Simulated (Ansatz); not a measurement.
# CH6InN: taking an electron away

The task here is to estimate one member of a computed series from the others.

Computed with Ansatz 0.2.0, Gaussian basis. Level: unrestricted cation, the program's frozen cores in correlated methods.

Levels to be run: UKS PBE-D4/def2-TZVPP; UKS r2SCAN-D4/def2-TZVPP; UKS PBE0-D4/def2-TZVPP; UKS B3LYP-D4/def2-TZVPP; UKS wB97X-V/def2-TZVPP; UKS wB97M-V/def2-TZVPP; UKS B2PLYP/def2-TZVPP; UHF-CCSD(T)/def2-TZVPP; UHF-MP2/def2-QZVPP; extrapolation to the limit; then −ε(HOMO) from the neutral's earlier runs with LDA (SPW92), PBE-D4, revPBE-D4, BLYP-D4, r2SCAN-D4, B97M-V, PBE0-D4, B3LYP-D4, r2SCANh-D4, r2SCAN0-D4, HSE06-D4, BHLYP-D4, CAM-B3LYP-D4, LC-ωPBE, ωB97X-V, ωB97M-V.

## The geometry

An earlier PBE0-D4 in a triple-zeta def2 set relaxation fixed the geometry. In takes the def2 core potential; no spin-orbit term is included.

9 atoms, charge 0, spin multiplicity 1.

Atoms are counted from 1 here; the program's logs count them from 0.

Bond lengths: N1–C2 1.458 Å, N1–H4 1.011 Å, N1–H5 1.014 Å, C2–In3 2.170 Å, C2–H6 1.094 Å, C2–H7 1.102 Å, In3–H8 1.734 Å, In3–H9 1.729 Å. Angles: C2–N1–H4 111.5°, C2–N1–H5 111.5°, H4–N1–H5 106.9°, N1–C2–In3 110.0°, N1–C2–H6 109.1°, N1–C2–H7 115.2°, In3–C2–H6 106.5°, In3–C2–H7 109.4°, H6–C2–H7 106.3°, C2–In3–H8 117.5°, C2–In3–H9 122.4°, H8–In3–H9 120.1°.

Set-up of the first run:

File in.yaml:

```yaml
crystal:
  periodic: [false, false, false]
  atoms:
    - {symbol: N, position_ang: [-0.500290, 0.305625, -1.345526]}
    - {symbol: C, position_ang: [0.064781, 0.719791, -0.066498]}
    - {symbol: In, position_ang: [0.125978, -0.966670, 1.297102]}
    - {symbol: H, position_ang: [0.031393, -0.449240, -1.758588]}
    - {symbol: H, position_ang: [-0.500711, 1.067266, -2.014718]}
    - {symbol: H, position_ang: [-0.592565, 1.465022, 0.390812]}
    - {symbol: H, position_ang: [1.063045, 1.181990, -0.122833]}
    - {symbol: H, position_ang: [0.257184, -2.551422, 0.606624]}
    - {symbol: H, position_ang: [0.051185, -0.772363, 3.013626]}
basis:
  gaussian: {orbitals: def2-TZVPP}
total_charge: 1
magnetization: {spin_polarized: true, initial_magnetization: 1}
hamiltonian: {xc: pbe, dispersion: d4}
```

The run is started by

```sh
ansatz run in.yaml --threads 2 --pin off --events-out ev --progress --plain --max-ram 32768MiB --backend cpu
```

Among the steps run: Cation, UKS PBE-D4/def2-TZVPP; Cation, UKS r2SCAN-D4/def2-TZVPP; Cation, UKS PBE0-D4/def2-TZVPP; Cation, UKS B3LYP-D4/def2-TZVPP; Cation, UKS wB97X-V/def2-TZVPP; Cation, UKS wB97M-V/def2-TZVPP; Cation, UKS B2PLYP (frozen core)/def2-TZVPP; Cation, UHF-CCSD(T)/def2-TZVPP; Cation, UHF-MP2/def2-QZVPP.

One of the session's tables, all rows but one given; the rest of the session is left out.

For comparison, −ε(HOMO) of the neutral from earlier runs:

```
  functional  −ε(HOMO) (eV)
 LDA (SPW92)           5.27
      PBE-D4           5.17
   revPBE-D4           5.12
     BLYP-D4           5.08
   r2SCAN-D4           5.43
      B97M-V           5.58
     PBE0-D4           6.53
    B3LYP-D4           6.32
  r2SCANh-D4              ?
  r2SCAN0-D4           6.70
    HSE06-D4           6.12
    BHLYP-D4           7.77
CAM-B3LYP-D4           7.92
     LC-ωPBE           9.25
     ωB97X-V           8.91
     ωB97M-V           8.82
```

Estimate the missing values for r2SCANh-D4.

Worked estimate for «−ε(HOMO) (eV)». Against the share of exact exchange, r2SCAN-D4 (0, 5.43), r2SCAN0-D4 (0.25, 6.70) give a slope of 5.08 per unit share; at 0.1 the line stands at 5.94.

The run gave: −ε(HOMO) (eV): 5.94. In «−ε(HOMO) (eV)» the line misses by 0.00.
